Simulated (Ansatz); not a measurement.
## BiTe in Ansatz: the effect of functional

Crystal: BiTe.

```
Bi Te
1.0
     0.00000    3.16896    3.16896
     3.16896    0.00000    3.16896
     3.16896    3.16896    0.00000
Bi Te
1 1
Direct
  0.00000 0.00000 0.00000
  0.50000 0.50000 0.50000
```

The cell isn't the ideal one: volume scaled by 0.94.

Alike in all runs:

| Property | Result |
| --- | --- |
| Program | Ansatz 0.2.0 |
| Task | single point |
| Potentials or basis | Ansatz PAW |
| k mesh | 7 × 7 × 7 |
| Occupations | fermi-dirac, width 0.05 eV |
| Spin | no spin polarisation |

| functional | cutoff | pressure (GPa) |
| --- | --- | --- |
| LDA | 420 eV (not typed: the program's choice for these potentials) | ? |
| PBEsol | 420 eV (not typed: the program's choice for these potentials) | 1.7 |
| r2SCAN | 500 eV (not typed: the program's choice for these potentials) | 3.7 |

What does the run with functional LDA give?

Pressure 0.5 GPa.

Caveats: the PAW data sets come from PBE, with cores solved anew for the run's functional, which leaves a small shift of forces and pressure.
